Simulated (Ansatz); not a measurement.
# BN: the cost of one run

Computed with Ansatz 0.2.0, driven from Python. The levels of theory stand in the script.

The COD entry's cell or inner coordinates are ideal or old and differ from later refinements, so a difference from it is no clean test against experiment.

### 1 Starting point

Symmetry: P6_3/mmc, No. 194, hexagonal system. The conventional cell has a = 2.498 Å, b = 2.498 Å, c = 6.636 Å, α = 90.00°, β = 90.00°, γ = 120.00°. Around B (site symmetry -6m2) lie 3 N at 1.44 Å. Around N (site symmetry -6m2) lie 3 B at 1.44 Å.

The script holds or builds the structure itself.

### 2 The script

Input file ddh_bn.py:

```python
# -*- coding: utf-8 -*-
"""A hybrid whose exact exchange is one over the dielectric constant of BN."""

import warnings

import ansatz as az
import numpy as np

KMESH = (6, 6, 2)
FILLING = "fixed"


def count_gap(report):
    # lowest empty less highest filled band, counting bands; zero where they overlap
    return max(report.get("gap_by_band_count_ev") or 0.0, 0.0)


def main():
    warnings.simplefilter("ignore", az.DeckWarning)

    vectors = np.array([
        [2.49824, 0.0, 0.0],
        [-1.24912, 2.16354, 0.0],
        [0.0, 0.0, 6.6357],
    ])
    xtal = (
        az.Lattice.of(vectors)
        .atom("B", (1 / 3, 2 / 3, 0.25))
        .atom("B", (2 / 3, 1 / 3, 0.75))
        .atom("N", (1 / 3, 2 / 3, 0.75))
        .atom("N", (2 / 3, 1 / 3, 0.25))
    )

    base = (
        xtal.calculation()
        .kpoints(*KMESH)
        .occupations(FILLING)
        .band_table()
    )
    semilocal = base.functional("pbe").run(threads=1).report
    hybrid = base.functional(exchange="pbe", correlation="pbe", exact_fraction="inverse_dielectric").run(threads=1).report
    alpha = hybrid["hybrid"]["exact_exchange_fraction"]
    print(f"fraction of exact exchange {alpha:.4f}, so eps_inf = {1 / alpha:.2f}")
    print(f"gap by band count: {count_gap(semilocal):.3f} eV semilocal, {count_gap(hybrid):.3f} eV hybrid")


if __name__ == "__main__":
    main()
```

### 3 The calls as engine input

The engine receives this input (first run):

```yaml
crystal:
  lattice:
    - [2.49824, 0.0, 0.0]
    - [-1.24912, 2.16354, 0.0]
    - [0.0, 0.0, 6.6357]
  atoms:
    - { symbol: B, position: [0.3333333333333333, 0.6666666666666666, 0.25] }
    - { symbol: B, position: [0.6666666666666666, 0.3333333333333333, 0.75] }
    - { symbol: "N", position: [0.3333333333333333, 0.6666666666666666, 0.75] }
    - { symbol: "N", position: [0.6666666666666666, 0.3333333333333333, 0.25] }
kpoints:
  mp_grid:
    grid: [6, 6, 2]
hamiltonian:
  xc: pbe
scf:
  occupations:
    method: fixed
output:
  eigenvalues: true
```

### 4 Running it

Started as:

```console
python ddh_bn.py
```

Q: Estimate wall time and peak memory on 1 thread of Arm Neoverse V2, shared host.

About 28 s, with a peak of 0.68 GiB.
